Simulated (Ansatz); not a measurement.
# ClH2O3Si radical: how energies converge with the basis set

An exercise on one series of results from a longer session: the logs are not shown, and one member is left open.

The runs use Ansatz 0.2.0, Gaussian basis; one geometry, several basis sets.

Levels to be run: PBE0-D4/def2-SVP; ωB97M-V/def2-SVP; PBE0-D4/def2-QZVPP; ωB97M-V/def2-QZVPP; CCSD(T)/cc-pV(D+d)Z; CCSD(T)/cc-pV(T+d)Z; MP2/cc-pV(Q+d)Z; the functionals' def2-TZVPP values are taken from earlier runs.

## The relaxed structure

All runs share one geometry, relaxed beforehand with PBE0-D4 in a triple-zeta def2 set.

7 atoms, charge 0, spin multiplicity 2.

Atoms are counted from 1 here; the program's logs count them from 0.

Bond lengths: O1–Si2 1.646 Å, Si2–O3 1.615 Å, Si2–O4 1.623 Å, Si2–Cl5 2.039 Å, O3–H6 0.959 Å, O4–H7 0.959 Å. Angles: O1–Si2–O3 111.7°, O1–Si2–O4 115.2°, O1–Si2–Cl5 97.6°, O3–Si2–O4 106.8°, O3–Si2–Cl5 113.3°, O4–Si2–Cl5 112.3°, Si2–O3–H6 117.4°, Si2–O4–H7 118.3°.

The first run:

Contents of in.yaml:

```yaml
crystal:
  periodic: [false, false, false]
  atoms:
    - {symbol: O, position_ang: [-1.682761, -0.873602, 0.199390]}
    - {symbol: Si, position_ang: [-0.281369, -0.012546, 0.133264]}
    - {symbol: O, position_ang: [0.645316, -0.278773, 1.428286]}
    - {symbol: O, position_ang: [0.642889, -0.295597, -1.170583]}
    - {symbol: Cl, position_ang: [-1.110547, 1.850537, 0.103567]}
    - {symbol: H, position_ang: [1.595533, -0.276924, 1.299090]}
    - {symbol: H, position_ang: [0.252140, -0.181195, -2.038712]}
basis:
  gaussian: {orbitals: def2-SVP}
magnetization: {spin_polarized: true, initial_magnetization: 1}
hamiltonian: {xc: pbe0, dispersion: d4}
output: {orbitals: {seedname: orbitals}}
```

Command:

```console
> ansatz run in.yaml --threads 2 --pin off --events-out ev --progress --plain --max-ram 22528MiB --backend cpu
```

Among the steps run: PBE0-D4 in def2-SVP; ωB97M-V in def2-SVP; PBE0-D4 in def2-QZVPP; ωB97M-V in def2-QZVPP.

One of the session's tables, all rows but one given; the rest of the session is left out.

It belongs to the step «Functionals by basis». 

```
functional       basis  HOMO (eV)  LUMO (eV)
   PBE0-D4    def2-SVP      -8.98      -4.69
   PBE0-D4  def2-TZVPP          ?          ?
   PBE0-D4  def2-QZVPP      -9.28      -4.99
   ωB97M-V    def2-SVP     -11.33      -2.42
   ωB97M-V  def2-TZVPP     -11.60      -2.74
   ωB97M-V  def2-QZVPP     -11.66      -2.82
```

**Question.** Estimate the row for PBE0-D4, def2-TZVPP.

As computed: HOMO (eV): -9.22; LUMO (eV): -4.93. In the column «HOMO (eV)» it lies between PBE0-D4, def2-QZVPP (-9.28) and PBE0-D4, def2-SVP (-8.98).
